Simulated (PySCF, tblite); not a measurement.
**ClF₂Ge₂H₃, a small molecule taken as a stand-in for a surface group (Ge site with back bonds [GeH3], F, F): NMR shifts, core binding energies and electronic excitations**

Wanted: the NMR shifts, core binding energies and electronic excitations for `[F][Ge]([F])([Cl])[GeH3]`.

Programs: tblite 0.8.0 and PySCF 2.14.0. All values are calculated, for the isolated system unless a continuum is named. Atoms count from 0, parts from 1.

## 1. Starting point

8 atoms, charge 0, multiplicity 1; geometry: distance geometry start.

## 2. Geometry optimisation with GFN2-xTB

The job: settings as JSON, then the geometry in Å.

```
{"job": {"kind": "relax", "xc": "GFN2-xTB", "basis": "xTB"}, "charge": 0, "multiplicity": 1}
Ge     1.195513     0.548799    -1.253662
Ge     0.845383     0.774822     1.101900
F      0.113705     1.648370    -2.112213
F      2.863500     0.941797    -1.664422
Cl     0.770248    -1.526853    -1.878022
H     -0.591560     0.394898     1.443181
H      1.098967     2.194307     1.530514
H      1.786641    -0.157223     1.835208
```

Method: GFN2-xTB geometry optimisation, gas phase.

Started as:

```console
$ OMP_NUM_THREADS=1 python cluster_run.py task.json out
```

This one command runs all jobs of the session in turn.

Log:

```text
step      E/eV     max force
  0    -531.98853    1.443
  1    -532.03547    1.052
  2    -532.09322    0.358
  3    -532.09936    0.332
  4    -532.13854    0.405
  5    -532.14668    0.418
  6    -532.15630    0.214
  7    -532.15805    0.134
  8    -532.16059    0.150
  9    -532.16293    0.157
 10    -532.16580    0.148
 11    -532.16798    0.149
 12    -532.16950    0.123
 13    -532.17038    0.066
 14    -532.17086    0.061
 15    -532.17119    0.055
 16    -532.17152    0.062
 17    -532.17182    0.059
 18    -532.17209    0.058
 19    -532.17230    0.049
 20    -532.17252    0.071
 21    -532.17285    0.096
 22    -532.17340    0.113
 23    -532.17412    0.106
 24    -532.17472    0.071
 25    -532.17502    0.038
 26    -532.17513    0.034
 27    -532.17527    0.048
 28    -532.17555    0.074
 29    -532.17590    0.084
 30    -532.17615    0.054
 31    -532.17622    0.019
 32    -532.17623    0.008
```

It took 0.47 s on 1 thread of Arm Neoverse V2, shared host.

Step by step:

```
step  energy from step 0 (eV)  largest force (eV/Å)
   0                   0.0000                1.4431
   1                  -0.0469                1.0509
   2                  -0.1047                0.3570
   3                  -0.1108                0.3313
   4                  -0.1500                0.4043
   5                  -0.1581                0.4185
   6                  -0.1678                0.2143
   7                  -0.1695                0.1341
   8                  -0.1721                0.1497
   9                  -0.1744                0.1575
  10                  -0.1773                0.1474
  11                  -0.1794                0.1493
  12                  -0.1810                0.1230
  13                  -0.1819                0.0662
  14                  -0.1823                0.0601
  15                  -0.1827                0.0556
  16                  -0.1830                0.0614
  17                  -0.1833                0.0590
  18                  -0.1836                0.0577
  19                  -0.1838                0.0485
  20                  -0.1840                0.0713
  21                  -0.1843                0.0964
  22                  -0.1849                0.1136
  23                  -0.1856                0.1066
  24                  -0.1862                0.0709
  25                  -0.1865                0.0373
  26                  -0.1866                0.0343
  27                  -0.1867                0.0487
  28                  -0.1870                0.0744
  29                  -0.1874                0.0832
  30                  -0.1876                0.0544
  31                  -0.1877                0.0185
  32                  -0.1877                0.0076
```

Close pairs (by a distance rule), those that changed most:

```
   bond  before (Å)  after (Å)  change (Å)
Ge0–Cl4       2.209      2.100      -0.109
Ge0–Ge1       2.392      2.428      +0.036
 Ge1–H5       1.525      1.497      -0.028
 Ge0–F3       1.762      1.781      +0.018
 Ge1–H7       1.514      1.497      -0.017
 Ge0–F2       1.765      1.781      +0.015
 Ge1–H6       1.504      1.496      -0.009
```

## 3. Optimising the geometry at PBE0-D3(BJ)/def2-SVP

The job: settings as JSON, then the geometry in Å.

```
{"job": {"xc": "PBE0", "basis": "def2-SVP", "d3": "d3bj", "grid": 2, "kind": "geom", "shake": 0.01}, "charge": 0, "multiplicity": 1}
Ge     0.151786    -0.221730    -1.059174
Ge    -0.182724     0.180365     1.312663
F     -0.828950     0.977692    -2.022739
F      1.787319     0.330452    -1.579455
Cl    -0.178342    -2.046844    -2.030706
H     -1.593478    -0.159840     1.666097
H      0.113570     1.617863     1.629219
H      0.776895    -0.706510     2.056195
```

Log:

```text
step   0  E = -4814.12705864  max force = 0.058825
step   1  E = -4814.13026901  max force = 0.046620
step   2  E = -4814.13711037  max force = 0.010294
step   3  E = -4814.13761355  max force = 0.004274
step   4  E = -4814.13780716  max force = 0.001551
step   5  E = -4814.13789898  max force = 0.001376
step   6  E = -4814.13796640  max force = 0.000667
step   7  E = -4814.13797720  max force = 0.000268
optimisation converged
```

Wall time 78 s (1 thread of Arm Neoverse V2, shared host); peak memory 0.64 GiB.

Relaxation path:

```csv
step,energy from step 0 (eV),largest force component (eV/Å)
0,0.0000,3.0249
1,-0.0874,2.3973
2,-0.2735,0.5293
3,-0.2872,0.2198
4,-0.2925,0.0798
5,-0.2950,0.0708
6,-0.2968,0.0343
7,-0.2971,0.0138
```

Distances of close pairs at the start and the end, largest changes first:

```csv
bond,before (Å),after (Å),change (Å)
Ge0–F2,1.825,1.729,-0.095
Ge0–F3,1.803,1.729,-0.074
Ge0–Cl4,2.094,2.139,+0.046
Ge1–H5,1.494,1.532,+0.039
Ge1–H6,1.501,1.533,+0.031
Ge1–H7,1.503,1.532,+0.029
Ge0–Ge1,2.429,2.414,-0.014
```

The next job starts from the end point, and lists it.

```csv
at the end point,value
point group (found at 0.08 Å tolerance),Cs
"rotational constants (GHz, main isotopes)","2.334, 0.989, 0.872"
dipole moment (D),3.60
```

## 4. Nuclear shieldings: PBE0/pcSseg-2

The job: settings as JSON, then the geometry in Å.

```
{"job": {"kind": "nmr", "xc": "PBE0", "basis": "pcSseg-2"}, "charge": 0, "multiplicity": 1}
Ge     0.165409    -0.069463    -1.093854
Ge    -0.169629     0.148490     1.287215
F     -0.839083     1.004280    -2.003617
F      1.773421     0.362354    -1.560715
Cl    -0.183232    -2.030273    -1.875491
H     -1.622729    -0.239620     1.580213
H      0.109680     1.605945     1.669889
H      0.812111    -0.810529     1.968444
```

Level: GIAO PBE0/pcSseg-2 NMR shielding, non-relativistic, gas phase.

Log:

```text
coarse grid: 39168 points
cycle   1  E = -4814.9368551533  dE = -1.052e+00  |g| = 1.684e+00  |ddm| = 2.181e+00
cycle   2  E = -4814.5167361205  dE =  4.201e-01  |g| = 2.448e+00  |ddm| = 1.407e+00
cycle   3  E = -4815.1428001150  dE = -6.261e-01  |g| = 3.185e-01  |ddm| = 9.823e-01
cycle   4  E = -4815.1561039572  dE = -1.330e-02  |g| = 1.334e-01  |ddm| = 1.641e-01
cycle   5  E = -4815.1579268983  dE = -1.823e-03  |g| = 1.089e-02  |ddm| = 4.928e-02
cycle   6  E = -4815.1579445454  dE = -1.765e-05  |g| = 4.498e-03  |ddm| = 1.057e-02
cycle   7  E = -4815.1579485366  dE = -3.991e-06  |g| = 5.998e-04  |ddm| = 3.391e-03
final grid: 77152 points
cycle   8  E = -4815.1578644145  dE = -3.045e-07  |g| = 6.974e-04  |ddm| = 1.516e-03
cycle   9  E = -4815.1578643534  dE =  6.110e-08  |g| = 9.417e-04  |ddm| = 9.153e-04
cycle  10  E = -4815.1578644944  dE = -1.410e-07  |g| = 1.428e-04  |ddm| = 4.902e-04
cycle  11  E = -4815.1578644965  dE = -2.157e-09  |g| = 2.044e-05  |ddm| = 6.670e-05
cycle  12  E = -4815.1578644966  dE = -5.093e-11  |g| = 6.750e-06  |ddm| = 1.461e-05
converged SCF energy = -4815.1578644966

GIAO shielding tensors (ppm)
atom      isotropic    diamagn.    paramagn.     s11        s22        s33       span
  0 Ge    1288.444    2755.951   -1467.508   1225.944   1242.739   1396.648    170.704
  1 Ge    1648.987    2755.822   -1106.835   1640.347   1646.041   1660.572     20.225
  2 F      291.524     468.603    -177.079    216.567    289.062    368.943    152.376
  3 F      291.208     468.645    -177.437    216.098    289.053    368.474    152.376
  4 Cl     808.911    1147.805    -338.895    657.410    722.118   1047.205    389.794
  5 H       27.225      27.928      -0.703     20.568     22.603     38.504     17.935
  6 H       27.159      27.840      -0.681     20.387     22.159     38.932     18.545
  7 H       27.222      27.928      -0.706     20.568     22.610     38.488     17.920
```

Run time: 48 s. Hardware: 1 thread of Arm Neoverse V2, shared host; peak memory 1.2 GiB.

The references, computed at this level on geometries of the same kind, shield at (ppm): ¹H TMS 31.25, ¹⁹F CFCl3 175.8, ⁷³Ge GeMe4 1337, ³⁵Cl HCl 941. Their shielding less the atom's gives the shift. The references are single molecules in the gas phase, so shifts against H2O, NH3, PH3, H3PO4 or CFCl3 are not on the usual liquid scales and can be off by tens of ppm. Atoms listed in one row are averaged.

```csv
atoms,environment,σ (ppm),δ (ppm)
H6,hydrogen on a germanium bonded to Ge,27.16,4.09
"H5, H7",hydrogen on a germanium bonded to Ge,27.22,4.02
Ge0,"germanium bonded to Cl, 2 F, Ge",1288,49
Ge1,"germanium bonded to Ge, 3 H",1649,-312
"F2, F3",fluorine bonded to Ge,291.4,-115.6
Cl4,chlorine bonded to Ge,809,132
```

Charges from the same density, by scheme (e):

```csv
atoms,Mulliken,IAO,Hirshfeld,ESP fit
Ge0,0.91,1.25,0.47,0.50
Ge1,0.24,0.21,0.26,0.04
"F2, F3",-0.42,-0.52,-0.24,-0.25
Cl4,-0.22,-0.29,-0.13,-0.14
```

Mayer bond orders: Ge0–Ge1 0.90, Ge0–F2 0.90, Ge0–F3 0.90, Ge0–Cl4 1.09.

## 5. X-ray photoelectron lines: SCAN, X2C

Settings changed since step 4:

```diff
@@ -1,2 +1,2 @@
-{"job": {"kind": "nmr", "xc": "PBE0", "basis": "pcSseg-2"}, "charge": 0, "multiplicity": 1}
+{"job": {"kind": "xps", "holes": 5}, "charge": 0, "multiplicity": 1}
 Ge     0.165409    -0.069463    -1.093854
```

With the program's defaults for keys left out, this is: delta-SCF UKS SCAN, pcX-2 on the ionised atom, pcseg-1 elsewhere, spin-free X2C.

Log:

```text
ground state, core basis on atom 2 (F), 146 functions
  cycle   1  E = -4851.03218669  |g| = 8.85e-01
  cycle   2  E = -4850.43165454  |g| = 2.08e+00
  cycle   3  E = -4851.16204590  |g| = 1.60e-01
  cycle   4  E = -4851.16631284  |g| = 1.11e-01
  cycle   5  E = -4851.16899512  |g| = 3.00e-02
  cycle   6  E = -4851.16911278  |g| = 1.58e-02
  cycle   7  E = -4851.16915967  |g| = 2.27e-03
  cycle   8  E = -4851.16916147  |g| = 5.21e-04
  cycle   9  E = -4851.16915972  |g| = 1.39e-04
  E(ground) = -4851.42930935 Eh
hole in F 1s of atom 2
  cycle   1  E = -4824.82001020  |g| = 2.59e+00
  cycle   2  E = -4824.67008061  |g| = 2.19e+00
  cycle   3  E = -4825.65560942  |g| = 4.21e-01
  cycle   4  E = -4825.64929336  |g| = 4.22e-01
  cycle   5  E = -4825.73752557  |g| = 6.57e-02
  cycle   6  E = -4825.73847479  |g| = 4.33e-02
  cycle   7  E = -4825.73930858  |g| = 1.15e-02
  cycle   8  E = -4825.73939463  |g| = 2.21e-03
  cycle   9  E = -4825.73939373  |g| = 6.22e-04
  cycle  10  E = -4825.73939836  |g| = 2.26e-04
  E(ion) = -4826.00720725 Eh   <S^2> = 0.7572   hole on atom = 1.000   binding energy = 691.771 eV
ground state, core basis on atom 4 (Cl), 157 functions
  cycle   1  E = -4851.30955640  |g| = 4.95e-01
  cycle   2  E = -4851.30472112  |g| = 2.03e-01
  cycle   3  E = -4851.29447927  |g| = 3.17e-01
  cycle   4  E = -4851.31139357  |g| = 1.68e-02
  cycle   5  E = -4851.31143392  |g| = 9.91e-03
  cycle   6  E = -4851.31145296  |g| = 2.11e-03
  cycle   7  E = -4851.31144938  |g| = 6.00e-04
  cycle   8  E = -4851.31145046  |g| = 2.10e-04
  E(ground) = -4851.55161370 Eh
hole in Cl 2p of atom 4
  cycle   1  E = -4843.23163494  |g| = 1.71e+00
  cycle   2  E = -4843.24886549  |g| = 1.26e+00
  cycle   3  E = -4843.64661201  |g| = 3.67e-01
  cycle   4  E = -4843.68585396  |g| = 2.45e-01
  cycle   5  E = -4843.70421796  |g| = 6.02e-02
  cycle   6  E = -4843.70624457  |g| = 1.53e-02
  cycle   7  E = -4843.70638599  |g| = 4.91e-03
  cycle   8  E = -4843.70639656  |g| = 2.58e-03
  cycle   9  E = -4843.70639867  |g| = 7.59e-04
  cycle  10  E = -4843.70639934  |g| = 1.28e-04
  E(ion) = -4843.95573248 Eh   <S^2> = 0.7522   hole on atom = 1.001   binding energy = 206.694 eV
  2p3/2 = 206.109 eV   2p1/2 = 207.763 eV
```

Wall time 11 s (1 thread of Arm Neoverse V2, shared host); peak memory 0.48 GiB.

The holes in one table. −ε is the ground-state orbital energy:

```csv
hole,stands for,environment,ΔSCF (eV; 2p as the shell's mean),−ε (eV),⟨S²⟩
F1s on F2,"F2, F3",fluorine bonded to Ge,691.77,666.6,0.757
Cl2p on Cl4,Cl4,chlorine bonded to Ge,206.66,193.9,0.752
```

Each hole run stands for the others of its class of like atoms.

With the spin-orbit splitting: Cl4 2p3/2 206.11, 2p1/2 207.76 eV. The table gives each 2p level as the mean over the whole 2p shell (two parts 2p3/2, one part 2p1/2), which differs a little from the single hole in the log.

## 6. Excited states and response: CAM-B3LYP/def2-SVPD

Settings changed since step 5:

```diff
@@ -1,2 +1,2 @@
-{"job": {"kind": "xps", "holes": 5}, "charge": 0, "multiplicity": 1}
+{"job": {"kind": "uv", "xc": "CAM-B3LYP", "basis": "def2-SVPD", "nstates": 6, "ntriplets": 2, "ip": true}, "charge": 0, "multiplicity": 1}
 Ge     0.165409    -0.069463    -1.093854
```

Level: TDDFT CAM-B3LYP/def2-SVPD, vertical, gas phase, core orbitals frozen in the response.

Log:

```text
coarse grid: 39168 points
cycle   1  E = -4815.0702388301  dE = -9.710e-01  |g| = 9.757e-01  |ddm| = 3.292e+00
cycle   2  E = -4814.9378987703  dE =  1.323e-01  |g| = 1.403e+00  |ddm| = 2.374e+00
cycle   3  E = -4815.2310557418  dE = -2.932e-01  |g| = 1.104e-01  |ddm| = 1.189e+00
cycle   4  E = -4815.2329616845  dE = -1.906e-03  |g| = 3.489e-02  |ddm| = 1.436e-01
cycle   5  E = -4815.2331736514  dE = -2.120e-04  |g| = 3.876e-03  |ddm| = 3.752e-02
cycle   6  E = -4815.2331795710  dE = -5.920e-06  |g| = 1.359e-03  |ddm| = 9.731e-03
final grid: 77152 points
cycle   7  E = -4815.2332492537  dE = -4.248e-07  |g| = 1.085e-03  |ddm| = 3.405e-03
cycle   8  E = -4815.2332493149  dE = -6.119e-08  |g| = 9.741e-04  |ddm| = 1.841e-03
cycle   9  E = -4815.2332494311  dE = -1.161e-07  |g| = 9.657e-05  |ddm| = 8.776e-04
cycle  10  E = -4815.2332494330  dE = -1.914e-09  |g| = 4.040e-05  |ddm| = 1.203e-04
cycle  11  E = -4815.2332494336  dE = -5.675e-10  |g| = 1.556e-05  |ddm| = 9.823e-05
converged SCF energy = -4815.2332494336

Static polarisability (au): isotropic 75.430, principal 64.193 70.417 91.681

Singlet excitations
state   eV       nm        f      main configurations
  1   7.0761    175.2   0.31003   H->L 0.75, H-2->L 0.13
  2   7.2665    170.6   0.00373   H-1->L 0.81
  3   7.6099    162.9   0.19895   H-2->L 0.46, H->L+2 0.26, H->L 0.15
  4   7.6374    162.3   0.03913   H->L+1 0.85
  5   7.9247    156.5   0.15156   H->L+2 0.47, H-2->L 0.23, H-2->L+2 0.08
  6   8.3363    148.7   0.00127   H->L+3 0.85

Triplet excitations (Tamm-Dancoff, eV): 6.0664 6.7865
Vertical ionisation energy (delta-SCF) = 11.4336 eV
Vertical electron affinity (delta-SCF) = -0.1880 eV
```

Run time: 3 min. Hardware: 1 thread of Arm Neoverse V2, shared host; peak memory 0.92 GiB.

Frontier orbitals and where they lie:

| orbital | eV | atoms |
| --- | --- | --- |
| HOMO−3 | -12.17 | Ge1 43 %, H5 30 %, H7 15 % |
| HOMO−2 | -11.43 | Cl4 67 %, Ge0 9 %, Ge1 8 % |
| HOMO−1 | -11.19 | Cl4 88 %, Ge0 6 % |
| HOMO | -10.54 | Cl4 36 %, Ge1 22 %, Ge0 19 % |
| LUMO | -0.47 | Ge1 31 %, Ge0 20 %, Cl4 19 % |
| LUMO+1 | 0.38 | Ge1 31 %, Ge0 28 %, H7 8 % |
| LUMO+2 | 0.42 | Ge1 34 %, Ge0 24 %, Cl4 10 % |

With each of the 6 states as a Gaussian band of 0.4 eV half-width at 1/e, the curve within the window shown has maxima at 172 nm (ε 15,000), 164 nm (ε 15,000) L/(mol cm). Beyond the last state computed it falls off for lack of states. The curve at chosen wavelengths:

```json
{"nm": "144", "ε (L/mol/cm)": "303"}
{"nm": "146", "ε (L/mol/cm)": "783"}
{"nm": "148", "ε (L/mol/cm)": "1726"}
{"nm": "150", "ε (L/mol/cm)": "3278"}
{"nm": "152", "ε (L/mol/cm)": "5433"}
{"nm": "153", "ε (L/mol/cm)": "6678"}
{"nm": "155", "ε (L/mol/cm)": "9287"}
{"nm": "157", "ε (L/mol/cm)": "11706"}
{"nm": "159", "ε (L/mol/cm)": "13568"}
{"nm": "161", "ε (L/mol/cm)": "14681"}
{"nm": "163", "ε (L/mol/cm)": "15104"}
{"nm": "165", "ε (L/mol/cm)": "15100"}
{"nm": "167", "ε (L/mol/cm)": "14996"}
{"nm": "168", "ε (L/mol/cm)": "14980"}
{"nm": "170", "ε (L/mol/cm)": "15045"}
{"nm": "172", "ε (L/mol/cm)": "15105"}
{"nm": "174", "ε (L/mol/cm)": "14888"}
{"nm": "176", "ε (L/mol/cm)": "14148"}
{"nm": "178", "ε (L/mol/cm)": "12798"}
{"nm": "180", "ε (L/mol/cm)": "10942"}
{"nm": "182", "ε (L/mol/cm)": "8818"}
{"nm": "183", "ε (L/mol/cm)": "7742"}
{"nm": "185", "ε (L/mol/cm)": "5714"}
{"nm": "187", "ε (L/mol/cm)": "3986"}
{"nm": "189", "ε (L/mol/cm)": "2637"}
{"nm": "191", "ε (L/mol/cm)": "1658"}
```

Ground-state properties from the same run:

```
           property  computed
  dipole moment (D)      3.95
polarisability (Å³)     11.18
 HOMO–LUMO gap (eV)     10.07
      −ε(HOMO) (eV)     10.54
```

## 7. What came out

| quantity | value |
| --- | --- |
| point group | Cs |
| rotational constants (main isotopes) | 2.33, 0.99, 0.87 GHz |
| ¹H shifts against TMS (PBE0/pcSseg-2, means over atoms taken as alike) | 4.09, 4.02 ppm |
| ⁷³Ge shifts against GeMe4 (PBE0/pcSseg-2) | 49, -312 ppm |
| ¹⁹F shifts against CFCl3 (PBE0/pcSseg-2, means over atoms taken as alike) | -115.6 ppm |
| ³⁵Cl shifts against HCl (PBE0/pcSseg-2) | 132 ppm |
| F1s binding energies, SCAN/pcX-2 | F2 691.77 eV |
| Cl2p binding energies, SCAN/pcX-2 | Cl4 206.66 eV |
| lowest singlet (CAM-B3LYP/def2-SVPD) | 7.08 eV (175 nm), f = 0.310 |
| lowest triplet | 6.07 eV |
| vertical ionisation energy (ΔSCF) | 11.43 eV |
| vertical electron affinity (ΔSCF) | -0.19 eV (unbound: the value hangs on the basis) |

The start of the PBE0/def2-SVP relaxation was shaken at random by about 0.01 Å, so part of the energy gained, and of the first lengths quoted, undoes that. Relaxing lowered the energy by 0.297 eV in 7 steps; the close pair that moved most is Ge0–F2, from 1.825 to 1.729 Å (PBE0/def2-SVP). No frequency check was run at this level, so the end point may be a saddle. Hydrogens of an XH3 group are listed apart at this fixed geometry; free rotation makes them one line at their mean. At PBE0/pcSseg-2: The largest span, 390 ppm, is at Cl4, where the paramagnetic term is -339 ppm. The lowest singlet, at 7.08 eV, is HOMO→LUMO 0.75, HOMO−2→LUMO 0.13 and is bright. The lowest triplet lies 1.01 eV below the lowest singlet (triplets in Tamm-Dancoff, singlets in full TDDFT). ΔSCF puts the ionisation energy at 11.43 eV, 0.89 eV above −ε(HOMO). Spin-orbit coupling is left out, which matters for shieldings and couplings at and beside the heavy atoms.
